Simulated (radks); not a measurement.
# The first electron to leave Au¹⁰⁺

Aim: remove one electron from each of the outer sub-shells of Au¹⁰⁺ ([Xe] 4f14 5d(3/2: 1, 5/2: 0)) in turn, let the ion relax, and find the cheapest removal. The parent's configuration is the lowest that an earlier search found at this level.

The numbers are computed with radks (a radial shooting solver on a logarithmic mesh, Libxc functionals) version 1 (Dirac Kohn-Sham, PBE, spin-unpolarised, spherical densities, finite nucleus), except any that are marked as measured or tabulated.

3 further runs of the same task are left out: 3 set aside as unsound or not needed.

### 1 Starting point

- element: gold (Z = 79)
- charge: +10
- electrons: 69
- configuration: [Xe] 4f14 5d(3/2: 1, 5/2: 0)
- nuclear rms radius: 5.4371 fm

A shell typed twice in an input gives the lower j, then the higher j.

### 2 The parent, Au¹⁰⁺

The parent was computed earlier with the same settings: E = -19016.806738 hartree. Its outer levels (eV):

| level | occupation | energy (eV) |
| --- | --- | --- |
| 4d5/2 | 6 | -490.37 |
| 5s1/2 | 2 | -273.40 |
| 4f5/2 | 6 | -255.01 |
| 4f7/2 | 8 | -251.13 |
| 5p1/2 | 2 | -235.10 |
| 5p3/2 | 4 | -215.73 |
| 5d3/2 | 1 | -158.71 |
| 5d5/2 | 0 | -155.76 |

### 3 Remove 5d3/2: [Xe] 4f14

Input:

```text
Z 79
configuration [Xe] 4f14
relativity Dirac
functional pbe,pbe
spin unpolarised
j_filling energy
nucleus finite rms 5.4371 fm
c 137.035999084
```

### 4 Remove 5p3/2: [Kr] 4d10 4f14 5s2 5p(1/2: 2, 3/2: 3) 5d(3/2: 1, 5/2: 0)

Input: that of step 3 with these lines changed.

```diff
@@ -1,3 +1,3 @@
 Z 79
-configuration [Xe] 4f14
+configuration [Kr] 4d10 4f14 5s2 5p2 5p3 5d1 5d0
 relativity Dirac
```

### 5 Remove 5p1/2: [Kr] 4d10 4f14 5s2 5p(1/2: 1, 3/2: 4) 5d(3/2: 1, 5/2: 0)

Input:

```text
Z 79
configuration [Kr] 4d10 4f14 5s2 5p1 5p4 5d1 5d0
relativity Dirac
functional pbe,pbe
spin unpolarised
j_filling energy
nucleus finite rms 5.4371 fm
c 137.035999084
```

### 6 Remove 4f7/2: [Xe] 4f(5/2: 6, 7/2: 7) 5d(3/2: 1, 5/2: 0)

Input:

```text
Z 79
configuration [Xe] 4f6 4f7 5d1 5d0
relativity Dirac
functional pbe,pbe
spin unpolarised
j_filling energy
nucleus finite rms 5.4371 fm
c 137.035999084
```

Q: Predict the outcome of this session. Wanted: for each run, case; final configuration; Δ-SCF; −ε of the level emptied.

As calculated:

| case | final configuration | Δ-SCF (eV) | −ε of the level emptied (eV) |
| --- | --- | --- | --- |
| remove 5d3/2 | [Xe] 4f14 | 168.32 | 158.71 |
| remove 5p3/2 | [Kr] 4d10 4f14 5s2 5p(1/2: 2, 3/2: 3) 5d(3/2: 1, 5/2: 0) | 226.57 | 215.73 |
| remove 5p1/2 | [Kr] 4d10 4f14 5s2 5p(1/2: 1, 3/2: 4) 5d(3/2: 1, 5/2: 0) | 246.63 | 235.10 |
| remove 4f7/2 | [Xe] 4f(5/2: 6, 7/2: 7) 5d(3/2: 1, 5/2: 0) | 269.28 | 251.13 |

In words: Removal from 5d3/2 costs least (168.32 eV), ahead of 5p3/2 (226.57 eV). 5d3/2 is also the highest occupied level of the parent. NIST lists 168 eV (semi-empirical), between the same two configurations. Spin polarisation and multiplet splitting are left out, so open shells lie too high by an amount that depends on their filling.
